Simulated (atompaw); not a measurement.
# Mg: the cost of one run

The numbers are computed with atompaw 4.2.0.5 (LDA (PW92), scalar-relativistic, spin-unpolarised reference atom).

**1. The design**

The settings as typed:

```
element                 : magnesium (Mg, Z = 12)
type                    : PAW
frozen core             : [He]
valence charge          : 10
reference configuration : 2s2 2p6 3s2 3p0
partial waves           : 2s (bound): rc 1.05 bohr; 3s (bound): rc 1.40 bohr; 2p (bound): rc 0.70 bohr; 3p (bound, empty): rc 1.40 bohr; 3d channel at -0.1 Ry: rc 1.40 bohr
local potential         : bessel scheme, radius 1.40 bohr
core correction         : smooth core density matched at 0.90 bohr
augmentation charge     : sinc compensation charge, radius 1.35 bohr; PAW radius 1.40 bohr; waves and projectors: custom polynom2 7 10 vanderbiltortho
```

The nodes and maxima of the atom's own shells, from an earlier all-electron run, set the scale for the radii.

All-electron outer shells of the reference configuration (LDA (PW92), scalar-relativistic, ld1.x):

```
shell  level (eV)  outermost node (bohr)  outermost maximum (bohr)
   1s    -1253.42                      –                      0.09
   2s      -79.30                   0.18                      0.55
   2p      -46.73                      –                      0.48
   3s       -4.78                   0.90                      2.53
   3p       -1.37                   0.96                      3.50
```

**2. Generation**

The input, Mg.input:

```
Mg 12
LDA-PW scalarrelativistic loggrid 1500 logderivrange -8 5 326
3 3 0 0 0 0
3 1 0
0 0 0
c
v
v
v
v
2
1.40 1.35 1.40 0.90
n
n
y
-0.1
n
custom polynom2 7 10 vanderbiltortho sinc
bessel
1.05
1.40
0.70
1.40
1.40
PWSCFOUT
UPFDX 0.0125d0 UPFXMIN -7.d0 UPFZMESH 12.d0
END
```

Started as:

```sh
$ atompaw < Mg.input > Mg.log
```

**Question.** How long does this run take on 1 thread of Intel Xeon Platinum 8259CL at 2.50GHz, shared host?

About 3.2 s.
